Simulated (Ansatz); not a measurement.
# AlCo: strong compression

Aim: compress AlCo (rocksalt type) step by step, far beyond the usual range, and follow pressure and electronic structure. The runs shown use PAW. Its runs: cell relaxed at zero pressure (PAW); volume scaled by 1 (PAW); volume scaled by 0.94 (PAW); volume scaled by 0.88 (PAW); volume scaled by 0.8 (PAW); volume scaled by 0.72 (PAW); volume scaled by 0.64 (PAW); volume scaled by 0.55 (PAW and PAW (source ansatz)).

Method: DFT LDA, with the methods named in each step, in Ansatz 0.2.0.

## (1) Starting point

Symmetry: Fm-3m, No. 225, cubic system. The conventional cell has a = 4.828 Å, b = 4.828 Å, c = 4.828 Å, α = 90.00°, β = 90.00°, γ = 90.00°. Co (site symmetry m-3m) has 6 Al at 2.41 Å as nearest neighbours. Al (site symmetry m-3m) is surrounded by 6 Co at 2.41 Å.

Coordinates:

```cif
data_structure
_symmetry_space_group_name_H-M 'Fm-3m'
_symmetry_Int_Tables_number 225
_cell_length_a 4.8276
_cell_length_b 4.8276
_cell_length_c 4.8276
_cell_angle_alpha 90.000
_cell_angle_beta 90.000
_cell_angle_gamma 90.000
_cell_volume 112.51
loop_
_atom_site_label
_atom_site_type_symbol
_atom_site_symmetry_multiplicity
_atom_site_Wyckoff_symbol
_atom_site_fract_x
_atom_site_fract_y
_atom_site_fract_z
_atom_site_occupancy
Co1 Co 4 a 0.00000 0.00000 0.00000 1
Al1 Al 4 b 0.50000 0.00000 0.00000 1
```

The file gives the conventional cell by its symmetry; the runs use the cell typed in the input.

Whether this phase is the stable one at these pressures isn't tested.

Atoms are numbered in the order of the input: Co1, Al2.

## (2) Cell relaxed at zero pressure, PAW

File input.yaml:

```yaml
crystal:
  lattice:
    - [0.0, 2.4137972614, 2.4137972614]
    - [2.4137972614, 0.0, 2.4137972614]
    - [2.4137972614, 2.4137972614, 0.0]
  atoms:
    - { symbol: Co, position: [0.0, 0.0, 0.0] }
    - { symbol: Al, position: [0.5, 0.5, 0.5] }
kpoints:
  mp_grid: { grid: [15, 15, 15] }
scf:
  occupations: { method: fermi_dirac, width: 0.08 }
hamiltonian:
  xc: lda
  pseudopotentials: { kind: paw }
output:
  forces: true
  stress: true
relax:
  f_tol: 0.005
  max_steps: 40
  cell: {}
```

Command:

```sh
$ ansatz run input.yaml --threads 1 --pin off --max-ram 2048MiB --backend cpu --events-out ev --progress --plain --runs-dir out
```

The runs that follow: Volume scaled by 1, PAW; Volume scaled by 0.94, PAW; Volume scaled by 0.88, PAW; Volume scaled by 0.8, PAW; Volume scaled by 0.72, PAW; Volume scaled by 0.64, PAW; Volume scaled by 0.55, PAW; Volume scaled by 0.55, PAW (source ansatz).

**Question.** What will these runs give? Wanted: PAW pressure at 0.55 of the volume; fitted bulk modulus at zero pressure.

**Answer**, as computed:

```
                                  quantity      value
        PAW pressure at 0.55 of the volume  280.0 GPa
fitted bulk modulus at zero pressure (PAW)    144 GPa
                   its pressure derivative       3.95
```

**Reading.** At 0.55 of the starting volume PAW gives 280 GPa. One third-order Birch-Murnaghan curve follows these points (B₀ = 144 GPa, B′ = 3.95, misfit at most 0.40 GPa). A fit over so wide a range leans to the high pressures, so B₀ can be off by several per cent. No all-electron run checks these rows here, and frozen cores can fail under such compression. The ions are at rest, and the electrons smeared by 0.08 eV. Spin polarisation is left out here, though a magnetic state may lie well lower.
